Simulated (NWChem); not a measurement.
# B3LYP/def2-SVP run of GeH4 (germane)

What is the vertical ionisation energy of GeH4 (germane) at B3LYP/def2-SVP? 

The calculation is run with NWChem 7.3.0.

2 further runs of the same task are left out: 2 set aside as unsound or not needed.

## Step 1: The system as given

The species is GeH4 (5 atoms), meant as a singlet with charge 0. As SMILES, `[GeH4]`. The coordinates come from a PBE0-D4/def2-TZVP relaxation.

Bond lengths: Ge1–H2 1.534 Å, Ge1–H3 1.534 Å, Ge1–H4 1.534 Å, Ge1–H5 1.534 Å. Angles: H2–Ge1–H3 109.5°, H2–Ge1–H4 109.5°, H2–Ge1–H5 109.5°, H3–Ge1–H4 109.5°, H3–Ge1–H5 109.5°, H4–Ge1–H5 109.5°.

## Step 2: A single-point energy at B3LYP/def2-SVP

File geom.nw:

```
start geom
title "GeH4 energy"
memory total 2200 mb

geometry units angstrom noautosym nocenter noautoz
  Ge    0.000100    0.000100    0.000000
  H     1.148100   -0.756300    0.680600
  H    -1.238800   -0.030000    0.904200
  H    -0.329200   -0.669100   -1.340600
  H     0.419800    1.455400   -0.244100
end

basis spherical bse
  * library def2-SVP
end

dft
  xc b3lyp
  mult 1
  grid fine
  convergence energy 1e-08
  iterations 100
  mulliken
  noprint "final vectors analysis"
end

task dft energy
```

Command:

```bash
$ nwchem geom.nw > geom.out
```

Standard output, shortened:

```text
[...]
          Wavefunction type:  closed shell.
          No. of atoms     :     5
          No. of electrons :    36
[...]
          Charge           :     0
          Spin multiplicity:     1
[...]
          AO basis - number of functions:    52
[...]
              XC Information
              --------------
                         B3LYP Method XC Potential
                     Hartree-Fock (Exact) Exchange  0.200
                        Slater Exchange Functional  0.800 local
                    Becke 1988 Exchange Functional  0.720 non-local
              Lee-Yang-Parr Correlation Functional  0.810
                  VWN I RPA Correlation Functional  0.190 local
[...]
 d= 0,ls=0.0,diis     1  -2079.1617543334 -2.12D+03  7.50D-03  1.00D-01     0.9
[...]
 d= 0,ls=0.0,diis     7  -2079.1753705784 -1.31D-10  6.41D-08  1.81D-12     4.5
         Total DFT energy =    -2079.175370578419
      One electron energy =    -2986.832101832165
           Coulomb energy =      942.778057857659
    Exchange-Corr. energy =      -80.541754093638
 Nuclear repulsion energy =       45.420427489725
[...]
      Total Density - Mulliken Population Analysis
     ---------------------------------------------
    Atom       Charge   Shell Charges
 -----------   ------   -------------------------------------------------------
    1 Ge  32    31.72   2.00  2.00  1.99  1.16  0.17  6.00  5.98  1.44  0.91  8.08  1.82  0.16
    2 H    1     1.07   0.72  0.34  0.01
    3 H    1     1.07   0.72  0.34  0.01
    4 H    1     1.07   0.72  0.34  0.01
    5 H    1     1.07   0.72  0.34  0.01
[...]
```

Run time: 5.1 s. Hardware: 1 thread of Intel Xeon 6975P-C (Granite Rapids), shared host; peak memory 0.11 GiB.

## Step 3: The doublet cation, same level

File m1.nw:

```
start m1
title "GeH4 B3LYP"
memory stack 880 mb heap 220 mb global 1100 mb
charge 1

geometry noautosym nocenter noautoz
  Ge    0.000100    0.000100    0.000000
  H     1.148100   -0.756300    0.680600
  H    -1.238800   -0.030000    0.904200
  H    -0.329200   -0.669100   -1.340600
  H     0.419800    1.455400   -0.244100
end

basis spherical bse
  * library def2-SVP
end

dft
  xc b3lyp
  mult 2
  grid fine
  convergence energy 1e-08
  maxiter 100
  mulliken
  noprint "final vectors analysis"
end

task dft energy
```

Command:

```bash
$ nwchem m1.nw > m1.out
```

Standard output, shortened:

```text
[...]
          Wavefunction type:  spin polarized.
          No. of atoms     :     5
          No. of electrons :    35
[...]
          Charge           :     1
          Spin multiplicity:     2
[...]
          AO basis - number of functions:    52
[...]
              XC Information
              --------------
                         B3LYP Method XC Potential
                     Hartree-Fock (Exact) Exchange  0.200
                        Slater Exchange Functional  0.800 local
                    Becke 1988 Exchange Functional  0.720 non-local
              Lee-Yang-Parr Correlation Functional  0.810
                  VWN I RPA Correlation Functional  0.190 local
[...]
 d= 0,ls=0.0,diis     1  -2078.2250074983 -2.12D+03  2.20D-02  2.54D+00     1.2
[...]
 d= 0,ls=0.5,diis    63  -2078.7272919390 -7.53D-09  1.33D-07  1.81D-08    53.5
[...]
         Total DFT energy =    -2078.727291944419
      One electron energy =    -2975.860445843896
           Coulomb energy =      931.934776959796
    Exchange-Corr. energy =      -80.222050550043
 Nuclear repulsion energy =       45.420427489725
[...]
      Total Density - Mulliken Population Analysis
     ---------------------------------------------
    Atom       Charge   Shell Charges
 -----------   ------   -------------------------------------------------------
    1 Ge  32    31.51   2.00  2.00  1.99  1.28  0.11  6.00  5.98  1.40  0.68  8.08  1.82  0.17
    2 H    1     0.87   0.66  0.20  0.01
    3 H    1     0.87   0.66  0.20  0.01
    4 H    1     0.87   0.66  0.20  0.01
    5 H    1     0.87   0.66  0.20  0.01
[...]
      <S2> =      0.7588 (Exact =     0.7500)
[...]
```

Run time: 55 s. Hardware: 1 thread of Intel Xeon 6975P-C (Granite Rapids), shared host; peak memory 0.11 GiB.

## Step 4: Outcome

Level: B3LYP/def2-SVP.

| quantity | value |
| --- | --- |
| singlet GeH4: total energy | -2079.17537 Eh |
| singlet GeH4: dipole moment | 0.00 D |
| doublet cation: total energy | -2078.72729 Eh |
| doublet cation: ⟨S²⟩ | 0.759 |
| vertical ionisation energy (to the doublet cation) | 12.193 eV |

**Reading.** Removing an electron at fixed nuclei costs 12.19 eV (1176 kJ/mol).
